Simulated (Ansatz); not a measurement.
# TiSi6: the cost of one run

Computed with Ansatz 0.2.0 (DFT PBE, scalar-relativistic, plane waves, PAW, unless a step's input says otherwise).

## (1) The system as given

Symmetry: P6/mmm, No. 191, hexagonal system. Conventional cell: a = 4.881 Å, b = 4.881 Å, c = 4.136 Å, α = 90.00°, β = 90.00°, γ = 120.00°. Ti (site symmetry 6/mmm) is surrounded by 12 Si at 2.63 Å. Si (site symmetry m2m) has 3 Si at 1.62 to 1.63 Å and 2 Ti at 2.63 Å in its first shell of neighbours.

Structure file:

```
CELL_PARAMETERS angstrom
4.88145 0.00000 0.00000
-2.44072 4.22746 0.00000
0.00000 0.00000 4.13632
ATOMIC_POSITIONS crystal
Ti 0.00000 0.00000 0.00000
Si 0.00000 0.33361 0.50000
Si 0.66639 0.66639 0.50000
Si 0.33361 0.00000 0.50000
Si 0.00000 0.66639 0.50000
Si 0.33361 0.33361 0.50000
Si 0.66639 0.00000 0.50000
```

The cell is invented: species swapped into a database cell of LiC6 (P6/mmm, No. 191), with Ti on the Li sites and Si on the C sites. The dimensions are guesses.

## (2) The guess as it stands, on a coarse mesh

input.yaml reads:

```yaml
crystal:
  lattice:
    - [4.88144557, 0.0, 0.0]
    - [-2.44072279, 4.22745587, 0.0]
    - [0.0, 0.0, 4.13632129]
  atoms:
    - { symbol: Ti, position: [0.0, 0.0, 0.0] }
    - { symbol: Si, position: [0.0, 0.33361241, 0.5] }
    - { symbol: Si, position: [0.66638759, 0.66638759, 0.5] }
    - { symbol: Si, position: [0.33361241, 0.0, 0.5] }
    - { symbol: Si, position: [0.0, 0.66638759, 0.5] }
    - { symbol: Si, position: [0.33361241, 0.33361241, 0.5] }
    - { symbol: Si, position: [0.66638759, 0.0, 0.5] }
basis:
  ecutwfc: 420
kpoints:
  mp_grid: { grid: [6, 6, 4] }
hamiltonian:
  xc: pbe
scf:
  occupations: { method: gaussian, width: 0.1 }
  lower_state_search: "off"
output:
  forces: true
  stress: true
  eigenvalues: true
```

The run is started by

```bash
$ ansatz run input.yaml --threads 1 --pin off --max-ram 2560MiB --backend cpu --events-out ev --progress --plain --runs-dir out
```

Q: Estimate wall time and peak memory on 1 thread of Intel Xeon at 2.50GHz (Skylake/Cascade Lake), shared host.

About 8.2 s, with a peak of 0.38 GiB.
